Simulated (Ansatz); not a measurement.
Crystal: HfIn4SiO6.

```
Hf In Si O
1.0
     2.71585   -4.70357    0.00833
     2.71585    4.70357    0.00833
    -1.87915    0.00000    7.40127
Hf In Si O
1 4 1 6
Direct
  0.78835 0.21165 0.00000
  0.62175 0.37825 0.50000
  0.45502 0.54498 0.00000
  0.28407 0.71593 0.50000
  0.95814 0.04186 0.50000
  0.12168 0.87832 0.00000
  0.06219 0.11415 0.86666
  0.88585 0.93781 0.13334
  0.79490 0.53784 0.86663
  0.46216 0.20510 0.13337
  0.15352 0.62879 0.13333
  0.37121 0.84648 0.86667
```

The cell was built by a generator and needn't be a form met in nature.

- Program: Ansatz 0.2.0
- Task: relaxation of cell and atoms
- Functional: RPBE
- Potentials or basis: Ansatz PAW
- Cutoff: 420 eV (not typed: the program's choice for these potentials)
- k mesh: 4 × 4 × 3
- Occupations: fermi-dirac, width 0.05 eV
- Spin: no spin polarisation

At the start: volume 15.77 Å³/atom.

Problem. How do energy, volume and symmetry change on relaxing?

Solution. It ends after 8 steps and the volume is 16.31 Å³/atom (+3.4 %); space group C2 (No. 5, to 0.05 Å).

The path:
```
step  energy change (eV)  largest force (eV/Å)  volume (Å³)
   1              0.0000                0.1696       189.24
   2             -0.0154                0.2049       196.86
   3             -0.0319                0.0771       195.20
   4             -0.0330                0.0222       195.12
   5             -0.0330                0.0046       195.16
   6             -0.0513                0.0049       195.16
   7             -0.0504                0.0065       195.69
   8             -0.0517                0.0064       195.69
```

Final structure:
```cif
data_structure
_symmetry_space_group_name_H-M 'P 1'
_symmetry_Int_Tables_number 1
_cell_length_a 5.4584
_cell_length_b 5.4584
_cell_length_c 7.8079
_cell_angle_alpha 96.818
_cell_angle_beta 96.818
_cell_angle_gamma 120.007
_cell_volume 195.69
loop_
_atom_site_label
_atom_site_type_symbol
_atom_site_fract_x
_atom_site_fract_y
_atom_site_fract_z
_atom_site_occupancy
Hf1 Hf 0.78826 0.21174 0.00000 1
In1 In 0.62137 0.37863 0.50000 1
In2 In 0.45488 0.54512 0.00000 1
In3 In 0.28583 0.71417 0.50000 1
In4 In 0.95749 0.04251 0.50000 1
Si1 Si 0.12158 0.87842 0.00000 1
O1 O 0.06210 0.11464 0.86830 1
O2 O 0.88536 0.93790 0.13170 1
O3 O 0.79585 0.53799 0.86832 1
O4 O 0.46201 0.20415 0.13168 1
O5 O 0.15161 0.62750 0.13161 1
O6 O 0.37250 0.84839 0.86839 1
```

Caveat: the plane-wave basis is chosen anew once the cell has moved, so the energies of steps on either side of that aren't comparable; the pressure holds a Pulay correction of +0.4 GPa for the finite cutoff; the PAW data sets come from PBE, with cores solved anew for the run's functional, which leaves a small shift of forces and pressure.
